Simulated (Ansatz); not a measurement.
# BFGaH₃O: a ladder of functionals and wavefunction methods

One table from this session's results is given with a row withheld; the runs are named, their logs left out.

Computed with Ansatz 0.2.0, Gaussian basis. Level: functionals in def2-TZVPP, the program's frozen cores in correlated methods.

Plan: LDA (SPW92), PBE-D4, revPBE-D4, BLYP-D4, r2SCAN-D4, B97M-V, PBE0-D4, B3LYP-D4, r2SCANh-D4, r2SCAN0-D4, HSE06-D4, BHLYP-D4, CAM-B3LYP-D4, LC-ωPBE, ωB97X-V, ωB97M-V, B2PLYP, PBE-QIDH; CCSD(T)/def2-SVP; CCSD(T)/def2-TZVPP; MP2/def2-QZVPP; extrapolation to the limit; RPA on PBE.

## The relaxed structure

The geometry comes from an earlier relaxation with PBE0-D4 in a triple-zeta def2 set; it is a stationary point, not always the lowest conformer.

SMILES `[BH2][Ga]([OH])[F]`, 7 atoms, charge 0, spin multiplicity 1.

Atoms are counted from 1 here; the program's logs count them from 0.

Bond lengths: B1–Ga2 2.071 Å, B1–H5 1.193 Å, B1–H6 1.193 Å, Ga2–O3 1.779 Å, Ga2–F4 1.768 Å, O3–H7 0.961 Å. Angles: Ga2–B1–H5 120.8°, Ga2–B1–H6 120.8°, H5–B1–H6 118.3°, B1–Ga2–O3 127.6°, B1–Ga2–F4 121.3°, O3–Ga2–F4 111.2°, Ga2–O3–H7 112.8°.

The first run:

File in.yaml:

```yaml
crystal:
  periodic: [false, false, false]
  atoms:
    - {symbol: B, position_ang: [-0.974574, 1.216300, -0.311285]}
    - {symbol: Ga, position_ang: [0.142489, -0.487050, 0.060700]}
    - {symbol: O, position_ang: [1.861611, -0.580297, 0.507892]}
    - {symbol: F, position_ang: [-0.578024, -2.097699, -0.044315]}
    - {symbol: H, position_ang: [-1.055815, 1.665467, -1.413349]}
    - {symbol: H, position_ang: [-1.561609, 1.766557, 0.569360]}
    - {symbol: H, position_ang: [2.165922, -1.483278, 0.631007]}
basis:
  gaussian: {orbitals: def2-TZVPP}
hamiltonian: {xc: lda}
output: {orbitals: {seedname: orbitals}}
```

The run is started by

```
ansatz run in.yaml --threads 2 --pin off --events-out ev --progress --plain --max-ram 4352MiB
```

Among the steps run: LDA; PBE-D4 (GGA); revPBE-D4 (GGA); BLYP-D4 (GGA); r2SCAN-D4 (meta-GGA); B97M-V (meta-GGA); B3LYP-D4 (hybrid); r2SCANh-D4 (hybrid); r2SCAN0-D4 (hybrid); HSE06-D4 (hybrid); BHLYP-D4 (hybrid); CAM-B3LYP-D4 (range-separated); LC-ωPBE (range-separated); ωB97X-V (range-separated); ωB97M-V (range-separated); B2PLYP (double hybrid); PBE-QIDH (double hybrid).

One table of the session follows, with a row left open; its other results are not shown here.

It belongs to the step «Frontier levels by functional». 

```
  functional  HOMO (eV)  LUMO (eV)  gap (eV)
 LDA (SPW92)      -7.59      -4.37      3.22
      PBE-D4      -7.36      -4.02      3.33
   revPBE-D4      -7.27      -3.89      3.39
     BLYP-D4      -7.25      -3.86      3.39
   r2SCAN-D4      -7.72      -3.64      4.08
      B97M-V      -7.77      -3.72      4.05
     PBE0-D4      -8.78      -2.98      5.80
    B3LYP-D4      -8.58      -3.21      5.37
  r2SCANh-D4          ?          ?         ?
  r2SCAN0-D4      -8.99      -2.78      6.21
    HSE06-D4      -8.38      -3.37      5.01
    BHLYP-D4     -10.02      -1.91      8.11
CAM-B3LYP-D4     -10.19      -1.85      8.34
     LC-ωPBE     -11.51      -0.57     10.94
     ωB97X-V     -11.14      -0.70     10.45
     ωB97M-V     -11.01      -0.99     10.02
```

**Question.** Estimate the row for r2SCANh-D4.

Worked estimate for «HOMO (eV)». Against the share of exact exchange, r2SCAN-D4 (0, -7.72), r2SCAN0-D4 (0.25, -8.99) give a slope of -5.08 per unit share; at 0.1 the line stands at -8.23.

As computed: HOMO (eV): -8.23; LUMO (eV): -3.29; gap (eV): 4.94. In «HOMO (eV)» the line misses by 0.00.
